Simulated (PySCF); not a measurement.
# C2H11BN2: the cost of one run

Programs: PySCF 2.14.0, with density-fitted response routines of our own. Each step states its level of theory. These are calculated values for one molecule in the gas phase, unless marked as measured. Atoms are numbered from 0 throughout.

### Step 1. Starting geometry

16 atoms, charge 0, multiplicity 1; geometry from: GFN2-xTB. The atoms were then displaced at random by about 0.01 Å, so the start is not that level's minimum.

Bonds of the start (Å): C0–N1 1.43, N1–C2 1.46, N1–B3 1.75, B3–N4 1.46, C0–H5 1.08, C0–H6 1.10, C0–H7 1.10, N1–H8 1.03, C2–H9 1.09, C2–H10 1.09, C2–H11 1.07, B3–H12 1.22, B3–H13 1.19, N4–H14 1.01, N4–H15 1.02.

### Step 2. Optimising the geometry at PBE0-D3(BJ)/def2-SVP

The job: settings as JSON, then the geometry in Å.

```
{"job": {"xc": "PBE0", "basis": "def2-SVP", "d3": "d3bj", "grid": 1, "shake": 0.01, "kind": "geom"}, "charge": 0, "multiplicity": 1}
C     -0.714240     1.199670     0.386360
N     -0.383750    -0.188430     0.329300
C     -1.505320    -1.019140    -0.114900
B      1.090130    -0.414180    -0.588780
N      2.057530     0.387420     0.155380
H      0.144340     1.787460     0.683600
H     -1.017610     1.548840    -0.614250
H     -1.541660     1.419190     1.073320
H     -0.072270    -0.466630     1.275160
H     -2.368270    -0.893350     0.541330
H     -1.188050    -2.063030    -0.090400
H     -1.738560    -0.744830    -1.121770
H      0.745690     0.008030    -1.676110
H      1.199530    -1.596940    -0.516190
H      2.789840    -0.135820     0.622140
H      2.483610     1.169370    -0.333450
```

Command:

```sh
$ OMP_NUM_THREADS=1 python probes_run.py task.json out
```

One launch serves the whole session: the jobs run in the order shown.

**Question.** How long does this first job take on 1 thread of Arm Neoverse V2, shared host, and how much memory does it need?

About 36 s, with a peak of 0.5 GiB.
